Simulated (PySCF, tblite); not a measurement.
# C₃H₅ClSe: a rotation path, then NMR shifts on frames

Aim: move C₃H₅ClSe (`C=C(Cl)[Se]C`) away from its starting geometry and see how NMR shifts follow the geometry.

Computed with tblite 0.8.0 and PySCF 2.14.0, with density-fitted response routines of our own, on a single molecule in the gas phase. Atoms count from 0, in the outputs and in this text.

### Step 1. The starting structure

10 atoms, charge 0, multiplicity 1; geometry from: GFN2-xTB.

Bonds of the start (Å): C0–C1 1.32, C1–Cl2 1.72, C1–Se3 1.92, Se3–C4 1.95, C0–H5 1.08, C0–H6 1.08, C4–H7 1.09, C4–H8 1.09, C4–H9 1.09.

### Step 2. The rotation path with GFN2-xTB

Job settings and geometry (Å):

```
{"job": {"kind": "neb", "xc": "GFN2-xTB", "basis": "xTB", "atoms": [2, 1, 3, 4], "turn": 120}, "charge": 0, "multiplicity": 1}
C     -1.919418    -0.346270     1.155230
C     -0.906266     0.018658     0.383446
Cl    -1.007068     1.380393    -0.657943
Se     0.749088    -0.952777     0.373580
C      1.793766     0.098687    -0.894366
H     -2.853089     0.187447     1.167803
H     -1.820836    -1.205171     1.797314
H      1.900891     1.114512    -0.522996
H      1.304540     0.090427    -1.864923
H      2.767275    -0.381253    -0.959673
```

Level: GFN2-xTB climbing-image nudged elastic band, gas phase.

The run is started by

```bash
$ OMP_NUM_THREADS=1 python probes_run.py task.json out
```

This one command runs all jobs of the session in turn.

Output:

```text
image   E - E0 / eV
  0      -0.0000
  1       0.0026
  2       0.0216
  3       0.0635
  4       0.1028
  5       0.1088
  6       0.0800
  7       0.0307
  8      -0.0061
```

Run time: 6.3 s. Hardware: 1 thread of Intel Xeon at 2.50GHz, shared host; peak memory 0.18 GiB.

The final band, with the dihedral Cl2–C1–Se3–C4:

```
image  dihedral (°)  energy (eV)  energy (kcal/mol)
    0             2        0.000                0.0
    1            27        0.003                0.1
    2            49        0.022                0.5
    3            69        0.064                1.5
    4            91        0.103                2.4
    5           114        0.109                2.5
    6           137        0.080                1.8
    7           159        0.031                0.7
    8           179       -0.006               -0.1
```

### Step 3. Shielding tensors: image 0, PBE0/pcSseg-1

Job settings and geometry (Å):

```
{"job": {"kind": "nmr", "xc": "PBE0", "basis": "pcSseg-1", "pop": false}, "charge": 0, "multiplicity": 1}
C     -1.919400    -0.346300     1.155200
C     -0.906300     0.018700     0.383400
Cl    -1.007100     1.380400    -0.657900
Se     0.749100    -0.952800     0.373600
C      1.793800     0.098700    -0.894400
H     -2.853100     0.187400     1.167800
H     -1.820800    -1.205200     1.797300
H      1.900900     1.114500    -0.523000
H      1.304500     0.090400    -1.864900
H      2.767300    -0.381300    -0.959700
```

Level: GIAO PBE0/pcSseg-1 NMR shielding, non-relativistic, gas phase.

Output:

```text
coarse grid: 41552 points
cycle   1  E = -2978.1344591084  dE = -5.077e-01  |g| = 7.457e-01  |ddm| = 3.146e+00
cycle   2  E = -2978.0975275762  dE =  3.693e-02  |g| = 6.656e-01  |ddm| = 6.821e-01
cycle   3  E = -2978.1588555512  dE = -6.133e-02  |g| = 2.579e-01  |ddm| = 6.535e-01
cycle   4  E = -2978.1755617887  dE = -1.671e-02  |g| = 5.866e-02  |ddm| = 2.504e-01
cycle   5  E = -2978.1761554597  dE = -5.937e-04  |g| = 1.322e-02  |ddm| = 5.683e-02
cycle   6  E = -2978.1762034145  dE = -4.795e-05  |g| = 2.130e-03  |ddm| = 1.850e-02
cycle   7  E = -2978.1762044085  dE = -9.940e-07  |g| = 8.269e-04  |ddm| = 2.822e-03
final grid: 85304 points
cycle   8  E = -2978.1762156668  dE =  1.073e-07  |g| = 1.078e-03  |ddm| = 2.349e-03
cycle   9  E = -2978.1762153706  dE =  2.962e-07  |g| = 1.510e-03  |ddm| = 2.868e-03
cycle  10  E = -2978.1762159563  dE = -5.857e-07  |g| = 1.250e-04  |ddm| = 1.661e-03
cycle  11  E = -2978.1762159601  dE = -3.786e-09  |g| = 1.140e-05  |ddm| = 1.398e-04
cycle  12  E = -2978.1762159601  dE = -2.865e-11  |g| = 3.145e-06  |ddm| = 1.192e-05
converged SCF energy = -2978.1762159601

GIAO shielding tensors (ppm)
atom      isotropic    diamagn.    paramagn.     s11        s22        s33       span
  0 C       69.460     250.903    -181.443    -43.613    104.447    147.544    191.157
  1 C       32.753     255.427    -222.674    -68.015     68.100     98.173    166.188
  2 Cl     680.398    1147.594    -467.196    474.960    632.645    933.590    458.630
  3 Se    1418.554    2996.690   -1578.136    937.961   1210.470   2107.232   1169.271
  4 C      168.749     247.562     -78.813    147.545    176.702    182.000     34.455
  5 H       25.882      29.204      -3.322     21.437     23.924     32.284     10.847
  6 H       26.217      30.235      -4.019     22.623     23.674     32.352      9.729
  7 H       29.139      29.071       0.068     23.741     27.018     36.658     12.916
  8 H       29.128      29.051       0.077     23.728     27.054     36.603     12.875
  9 H       30.097      27.991       2.106     24.558     26.564     39.168     14.610
```

Run time: 33 s. Hardware: 1 thread of Intel Xeon at 2.50GHz, shared host; peak memory 0.67 GiB.

Shifts follow as δ = σ(reference) − σ, with reference shieldings (ppm) from runs at the same level and on the same kind of geometry: ¹H TMS 31.72, ¹³C TMS 186.9, ⁷⁷Se Me2Se 1758, ³⁵Cl HCl 950. The references are single molecules in the gas phase. Each atom is listed at this fixed geometry, with no averaging over motion; a spectrum would average atoms that exchange fast.

```
atoms                                   environment  σ (ppm)  δ (ppm)
   C1  fully substituted alkene carbon bonded to Cl     32.8    154.2
   C0                          terminal =CH2 carbon     69.5    117.5
   C4                    methyl carbon bonded to Se    168.7     18.2
   H5            hydrogen on a terminal =CH2 carbon    25.88     5.84
   H6            hydrogen on a terminal =CH2 carbon    26.22     5.50
   H8      hydrogen on a methyl carbon bonded to Se    29.13     2.59
   H7      hydrogen on a methyl carbon bonded to Se    29.14     2.58
   H9      hydrogen on a methyl carbon bonded to Se    30.10     1.62
  Cl2                          chlorine bonded to C      680      269
  Se3                        selenium bonded to 2 C     1419      340
```

### Step 4. Nuclear shieldings: image 2, PBE0/pcSseg-1

Job settings and geometry (Å):

```
{"job": {"kind": "nmr", "xc": "PBE0", "basis": "pcSseg-1", "pop": false}, "charge": 0, "multiplicity": 1}
C     -1.771400    -0.222300     1.208300
C     -1.020800    -0.120800     0.124200
Cl    -1.415000     0.951600    -1.163100
Se     0.517300    -1.232000    -0.158300
C      1.786700     0.123200    -0.764800
H     -2.673600     0.348500     1.344300
H     -1.483400    -0.898100     1.994600
H      1.898800     0.875800     0.011400
H      1.439300     0.569400    -1.692300
H      2.730900    -0.390600    -0.926900
```

With the program's defaults for keys left out, this is: GIAO PBE0/pcSseg-1 NMR shielding, non-relativistic, gas phase.

Output:

```text
coarse grid: 41552 points
cycle   1  E = -2978.1401728143  dE = -5.215e-01  |g| = 7.346e-01  |ddm| = 3.138e+00
cycle   2  E = -2978.1132255014  dE =  2.695e-02  |g| = 6.232e-01  |ddm| = 6.230e-01
cycle   3  E = -2978.1621476653  dE = -4.892e-02  |g| = 2.514e-01  |ddm| = 5.981e-01
cycle   4  E = -2978.1778636124  dE = -1.572e-02  |g| = 5.941e-02  |ddm| = 2.495e-01
cycle   5  E = -2978.1784977096  dE = -6.341e-04  |g| = 1.216e-02  |ddm| = 5.740e-02
cycle   6  E = -2978.1785378663  dE = -4.016e-05  |g| = 2.166e-03  |ddm| = 1.699e-02
cycle   7  E = -2978.1785389397  dE = -1.073e-06  |g| = 6.952e-04  |ddm| = 2.565e-03
final grid: 85304 points
cycle   8  E = -2978.1785052617  dE =  3.793e-09  |g| = 7.826e-04  |ddm| = 1.935e-03
cycle   9  E = -2978.1785052174  dE =  4.422e-08  |g| = 9.283e-04  |ddm| = 1.884e-03
cycle  10  E = -2978.1785053954  dE = -1.780e-07  |g| = 8.686e-05  |ddm| = 9.500e-04
cycle  11  E = -2978.1785053974  dE = -1.971e-09  |g| = 1.880e-05  |ddm| = 9.450e-05
cycle  12  E = -2978.1785053974  dE = -7.776e-11  |g| = 4.196e-06  |ddm| = 1.985e-05
converged SCF energy = -2978.1785053974

GIAO shielding tensors (ppm)
atom      isotropic    diamagn.    paramagn.     s11        s22        s33       span
  0 C       59.346     251.448    -192.102    -51.143     88.449    140.732    191.876
  1 C       30.490     255.610    -225.120    -68.245     66.160     93.554    161.799
  2 Cl     661.518    1146.974    -485.456    418.099    608.894    957.559    539.460
  3 Se    1374.468    2996.630   -1622.162    819.613   1250.651   2053.142   1233.529
  4 C      169.216     247.475     -78.259    149.445    170.728    187.474     38.030
  5 H       25.801      29.220      -3.419     21.421     24.010     31.972     10.552
  6 H       25.709      30.371      -4.662     21.800     23.477     31.850     10.050
  7 H       29.316      29.240       0.076     23.809     26.770     37.370     13.561
  8 H       28.959      28.909       0.050     23.360     27.897     35.620     12.259
  9 H       30.012      28.167       1.845     24.649     26.412     38.974     14.325
```

Run time: 33 s. Hardware: 1 thread of Intel Xeon at 2.50GHz, shared host; peak memory 0.83 GiB.

In short: δ C1 156.4, C0 127.6, C4 17.7, Cl2 288, H6 6.01, H5 5.92 ppm.

### Step 5. Shielding tensors: image 5, PBE0/pcSseg-1

Job settings and geometry (Å):

```
{"job": {"kind": "nmr", "xc": "PBE0", "basis": "pcSseg-1", "pop": false}, "charge": 0, "multiplicity": 1}
C     -1.410300     0.013000     1.056000
C     -1.210700    -0.232400    -0.226000
Cl    -2.327300     0.262900    -1.437800
Se     0.308000    -1.226100    -0.895000
C      1.712400     0.076300    -0.479500
H     -2.263500     0.565700     1.411000
H     -0.711500    -0.342500     1.793000
H      1.716300     0.289400     0.585600
H      1.542900     0.981700    -1.055800
H      2.652500    -0.383300    -0.774100
```

Method: GIAO PBE0/pcSseg-1 NMR shielding, non-relativistic, gas phase.

Output:

```text
coarse grid: 41552 points
cycle   1  E = -2978.1366352998  dE = -5.387e-01  |g| = 7.308e-01  |ddm| = 3.141e+00
cycle   2  E = -2978.1118829983  dE =  2.475e-02  |g| = 6.127e-01  |ddm| = 6.126e-01
cycle   3  E = -2978.1569272791  dE = -4.504e-02  |g| = 2.586e-01  |ddm| = 5.845e-01
cycle   4  E = -2978.1737987681  dE = -1.687e-02  |g| = 5.840e-02  |ddm| = 2.597e-01
cycle   5  E = -2978.1744172154  dE = -6.184e-04  |g| = 1.129e-02  |ddm| = 5.576e-02
cycle   6  E = -2978.1744503724  dE = -3.316e-05  |g| = 2.676e-03  |ddm| = 1.667e-02
cycle   7  E = -2978.1744520783  dE = -1.706e-06  |g| = 8.016e-04  |ddm| = 3.169e-03
final grid: 85304 points
cycle   8  E = -2978.1744732194  dE =  2.123e-08  |g| = 9.161e-04  |ddm| = 2.383e-03
cycle   9  E = -2978.1744731264  dE =  9.306e-08  |g| = 1.124e-03  |ddm| = 2.204e-03
cycle  10  E = -2978.1744734109  dE = -2.846e-07  |g| = 1.230e-04  |ddm| = 1.162e-03
cycle  11  E = -2978.1744734149  dE = -4.007e-09  |g| = 1.981e-05  |ddm| = 1.308e-04
cycle  12  E = -2978.1744734150  dE = -1.110e-10  |g| = 7.801e-06  |ddm| = 2.723e-05
converged SCF energy = -2978.1744734150

GIAO shielding tensors (ppm)
atom      isotropic    diamagn.    paramagn.     s11        s22        s33       span
  0 C       52.182     251.862    -199.680    -60.409     79.919    137.036    197.445
  1 C       26.744     254.278    -227.534    -74.612     64.375     90.469    165.081
  2 Cl     608.343    1145.706    -537.363    426.826    460.984    937.218    510.392
  3 Se    1376.943    2996.328   -1619.386    700.871   1311.306   2118.650   1417.778
  4 C      163.292     247.220     -83.928    135.411    168.326    186.139     50.727
  5 H       25.461      28.921      -3.460     21.666     23.900     30.819      9.152
  6 H       25.650      30.542      -4.891     21.501     23.421     32.030     10.529
  7 H       29.257      29.896      -0.639     23.767     27.481     36.522     12.755
  8 H       28.641      29.034      -0.393     22.848     27.217     35.858     13.010
  9 H       29.890      28.324       1.565     24.659     26.194     38.818     14.159
```

It took 35 s on 1 thread of Intel Xeon at 2.50GHz, shared host; peak memory 0.83 GiB.

This run: δ C1 160.2, C0 134.7, C4 23.6, Cl2 341, H5 6.26, H6 6.07 ppm.

### Step 6. NMR shieldings: image 6, PBE0/pcSseg-1

Job settings and geometry (Å):

```
{"job": {"kind": "nmr", "xc": "PBE0", "basis": "pcSseg-1", "pop": false}, "charge": 0, "multiplicity": 1}
C     -1.312600     0.111800     0.973700
C     -1.244600    -0.241100    -0.298000
Cl    -2.564100    -0.031500    -1.381600
Se     0.267100    -1.086000    -1.131600
C      1.687900     0.039500    -0.393200
H     -2.180300     0.592200     1.390500
H     -0.491800    -0.081200     1.641500
H      1.666300     0.015900     0.691900
H      1.552900     1.053200    -0.761000
H      2.627800    -0.368200    -0.754700
```

Method: GIAO PBE0/pcSseg-1 NMR shielding, non-relativistic, gas phase.

Output:

```text
coarse grid: 41552 points
cycle   1  E = -2978.1355978163  dE = -5.203e-01  |g| = 7.364e-01  |ddm| = 3.140e+00
cycle   2  E = -2978.1072781036  dE =  2.832e-02  |g| = 6.312e-01  |ddm| = 6.323e-01
cycle   3  E = -2978.1569683361  dE = -4.969e-02  |g| = 2.603e-01  |ddm| = 6.094e-01
cycle   4  E = -2978.1742314665  dE = -1.726e-02  |g| = 5.692e-02  |ddm| = 2.645e-01
cycle   5  E = -2978.1748113537  dE = -5.799e-04  |g| = 1.151e-02  |ddm| = 5.384e-02
cycle   6  E = -2978.1748457413  dE = -3.439e-05  |g| = 2.931e-03  |ddm| = 1.791e-02
cycle   7  E = -2978.1748478312  dE = -2.090e-06  |g| = 8.858e-04  |ddm| = 3.891e-03
final grid: 85304 points
cycle   8  E = -2978.1748501585  dE =  5.493e-08  |g| = 1.050e-03  |ddm| = 2.303e-03
cycle   9  E = -2978.1748499958  dE =  1.628e-07  |g| = 1.338e-03  |ddm| = 2.674e-03
cycle  10  E = -2978.1748504154  dE = -4.197e-07  |g| = 1.199e-04  |ddm| = 1.475e-03
cycle  11  E = -2978.1748504194  dE = -3.995e-09  |g| = 1.774e-05  |ddm| = 1.563e-04
cycle  12  E = -2978.1748504195  dE = -3.956e-11  |g| = 5.960e-06  |ddm| = 1.635e-05
converged SCF energy = -2978.1748504195

GIAO shielding tensors (ppm)
atom      isotropic    diamagn.    paramagn.     s11        s22        s33       span
  0 C       60.647     252.246    -191.599    -54.474     87.829    148.586    203.060
  1 C       27.221     254.458    -227.237    -74.707     62.780     93.590    168.297
  2 Cl     619.852    1145.450    -525.598    422.444    500.637    936.476    514.032
  3 Se    1424.583    2996.085   -1571.502    835.411   1317.853   2120.485   1285.073
  4 C      164.883     247.795     -82.912    138.860    169.015    186.774     47.914
  5 H       25.564      28.918      -3.355     21.591     23.993     31.107      9.516
  6 H       26.020      31.219      -5.199     22.336     23.449     32.275      9.939
  7 H       29.347      30.172      -0.825     23.795     27.500     36.745     12.950
  8 H       28.806      29.297      -0.491     22.896     27.146     36.376     13.479
  9 H       29.938      28.352       1.586     24.576     26.340     38.899     14.323
```

It took 34 s on 1 thread of Intel Xeon at 2.50GHz, shared host; peak memory 0.84 GiB.

In short: δ C1 159.7, C0 126.3, C4 22.0, Cl2 330, H5 6.15, H6 5.70 ppm.

### Step 7. NMR shieldings: image 8, PBE0/pcSseg-1

Job settings and geometry (Å):

```
{"job": {"kind": "nmr", "xc": "PBE0", "basis": "pcSseg-1", "pop": false}, "charge": 0, "multiplicity": 1}
C     -1.266900     0.342100     0.849700
C     -1.269700    -0.213200    -0.351000
Cl    -2.724600    -0.626800    -1.174100
Se     0.224700    -0.679000    -1.434900
C      1.690500    -0.071100    -0.299200
H     -2.184000     0.564400     1.365900
H     -0.348700     0.589400     1.350600
H      1.705800    -0.649900     0.620600
H      1.574100     0.989600    -0.094100
H      2.607600    -0.240800    -0.856100
```

Method: GIAO PBE0/pcSseg-1 NMR shielding, non-relativistic, gas phase.

Output:

```text
coarse grid: 41552 points
cycle   1  E = -2978.1370723111  dE = -4.988e-01  |g| = 7.441e-01  |ddm| = 3.169e+00
cycle   2  E = -2978.1039664643  dE =  3.311e-02  |g| = 6.548e-01  |ddm| = 6.678e-01
cycle   3  E = -2978.1601729685  dE = -5.621e-02  |g| = 2.598e-01  |ddm| = 6.435e-01
cycle   4  E = -2978.1775779466  dE = -1.740e-02  |g| = 5.487e-02  |ddm| = 2.677e-01
cycle   5  E = -2978.1781058594  dE = -5.279e-04  |g| = 1.218e-02  |ddm| = 5.122e-02
cycle   6  E = -2978.1781444911  dE = -3.863e-05  |g| = 3.250e-03  |ddm| = 1.937e-02
cycle   7  E = -2978.1781471496  dE = -2.658e-06  |g| = 9.305e-04  |ddm| = 4.414e-03
final grid: 85304 points
cycle   8  E = -2978.1781440662  dE =  3.658e-08  |g| = 1.077e-03  |ddm| = 2.452e-03
cycle   9  E = -2978.1781439107  dE =  1.555e-07  |g| = 1.367e-03  |ddm| = 2.688e-03
cycle  10  E = -2978.1781443262  dE = -4.155e-07  |g| = 1.429e-04  |ddm| = 1.481e-03
cycle  11  E = -2978.1781443316  dE = -5.405e-09  |g| = 2.061e-05  |ddm| = 1.696e-04
cycle  12  E = -2978.1781443316  dE = -5.593e-11  |g| = 8.314e-06  |ddm| = 2.892e-05
converged SCF energy = -2978.1781443316

GIAO shielding tensors (ppm)
atom      isotropic    diamagn.    paramagn.     s11        s22        s33       span
  0 C       72.093     252.847    -180.754    -35.107     94.885    156.500    191.607
  1 C       29.326     254.489    -225.164    -74.021     62.763     99.235    173.256
  2 Cl     663.318    1145.301    -481.983    450.098    567.941    971.914    521.817
  3 Se    1449.385    2995.787   -1546.403    937.283   1326.560   2084.310   1147.027
  4 C      169.096     248.872     -79.776    152.102    169.281    185.904     33.802
  5 H       25.954      28.926      -2.973     22.327     23.800     31.734      9.407
  6 H       26.609      32.265      -5.656     23.563     23.764     32.500      8.937
  7 H       29.374      29.931      -0.557     23.831     26.815     37.477     13.646
  8 H       29.454      30.071      -0.617     24.075     26.980     37.309     13.234
  9 H       29.916      28.311       1.606     24.350     26.549     38.850     14.500
```

Wall time 32 s (1 thread of Intel Xeon at 2.50GHz, shared host); peak memory 0.84 GiB.

This run: δ C1 157.6, C0 114.8, C4 17.8, Cl2 286, H5 5.76, H6 5.11 ppm.

### Step 8. Comparing the runs: NMR shifts

Shifts (ppm) of some atoms, chosen among heavy atoms and hydrogens apart, with basis size and wall time:

```csv
frame,C1,C0,C4,H6,H8,Cl2,Se3,functions,time
image 0,154.2,117.5,18.2,5.50,2.59,269,340,141,33 s
image 2,156.4,127.6,17.7,6.01,2.76,288,384,141,33 s
image 5,160.2,134.7,23.6,6.07,3.08,341,381,141,35 s
image 6,159.7,126.3,22.0,5.70,2.91,330,334,141,34 s
image 8,157.6,114.8,17.8,5.11,2.26,286,309,141,32 s
```

### Step 9. What came out

```
                                          quantity                               value
                                           barrier  0.109 eV (2.5 kcal/mol) at image 5
                             end to end (GFN2-xTB)                           -0.006 eV
   ¹³C shifts against TMS (PBE0/pcSseg-1, image 0)              154.2, 117.5, 18.2 ppm
    ¹H shifts against TMS (PBE0/pcSseg-1, image 0)    5.84, 5.50, 2.59, 2.58, 1.62 ppm
  ³⁵Cl shifts against HCl (PBE0/pcSseg-1, image 0)                             269 ppm
⁷⁷Se shifts against Me2Se (PBE0/pcSseg-1, image 0)                             340 ppm
                         range of the shift of Se3                      309 to 384 ppm
```

**Reading.** Along the band the dihedral turns by 177°, and the top (dihedral 114°) lies 2.5 kcal/mol above the start (GFN2-xTB, rough), so at room temperature this motion is fast. Ends this close can change order at a higher level. The top was not checked by a frequency run. Shifts at one fixed geometry are not the observed spectrum, which averages over the motion. In the first frame run (image 0): The largest span, 1169 ppm, is at Se3, where the paramagnetic term is -1578 ppm. In ppm, Se3 moves most: its shift spreads over 75 ppm, from 309 (image 8) to 384 (image 2). Spin-orbit coupling is left out, which matters for shieldings and couplings at and beside the heavy atoms.
